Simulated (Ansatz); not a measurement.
# AlCl2F: basis-set convergence

An exercise on one series of results from a longer session: the logs are not shown, and one member is left open.

The runs use Ansatz 0.2.0, Gaussian basis; one geometry, several basis sets.

The runs, in order: PBE0-D4/def2-SVP; ωB97M-V/def2-SVP; PBE0-D4/def2-QZVPP; ωB97M-V/def2-QZVPP; the functionals' def2-TZVPP values are taken from earlier runs.

## The relaxed structure

All runs share one geometry, relaxed beforehand with PBE0-D4 in a triple-zeta def2 set.

4 atoms, charge 0, spin multiplicity 1.

Atoms are counted from 1 here; the program's logs count them from 0.

Bond lengths: F1–Al2 1.633 Å, Al2–Cl3 2.065 Å, Al2–Cl4 2.065 Å. Angles: F1–Al2–Cl3 119.3°, F1–Al2–Cl4 119.3°, Cl3–Al2–Cl4 121.4°.

Geometry (Å):

```xyz
4
AlCl2F
F     0.1001    0.3715    1.6786
Al    0.0187    0.0066    0.0892
Cl    1.2371   -1.4773   -0.6702
Cl   -1.3004    1.0389   -1.1180
```

Set-up of the first run:

File in.yaml:

```yaml
crystal:
  periodic: [false, false, false]
  atoms:
    - {symbol: F, position_ang: [0.100080, 0.371527, 1.678564]}
    - {symbol: Al, position_ang: [0.018711, 0.006616, 0.089238]}
    - {symbol: Cl, position_ang: [1.237101, -1.477289, -0.670192]}
    - {symbol: Cl, position_ang: [-1.300392, 1.038945, -1.118010]}
basis:
  gaussian: {orbitals: def2-SVP}
hamiltonian: {xc: pbe0, dispersion: d4}
output: {orbitals: {seedname: orbitals}}
```

Command:

```sh
ansatz run in.yaml --threads 4 --pin off --events-out ev --progress --plain --max-ram 10444MiB
```

Steps of the session up to this table: PBE0-D4 in def2-SVP; ωB97M-V in def2-SVP; PBE0-D4 in def2-QZVPP; ωB97M-V in def2-QZVPP.

One table of the session follows, with a row left open; its other results are not shown here.

It belongs to the step «Density functionals: the series». 

```
functional       basis  HOMO (eV)
   PBE0-D4    def2-SVP      -9.48
   PBE0-D4  def2-TZVPP          ?
   PBE0-D4  def2-QZVPP      -9.66
   ωB97M-V    def2-SVP     -11.68
   ωB97M-V  def2-TZVPP     -11.89
   ωB97M-V  def2-QZVPP     -11.94
```

Q: Estimate the row for PBE0-D4, def2-TZVPP from the others.

As computed: HOMO (eV): -9.63. In the column «HOMO (eV)» it lies between PBE0-D4, def2-QZVPP (-9.66) and PBE0-D4, def2-SVP (-9.48).
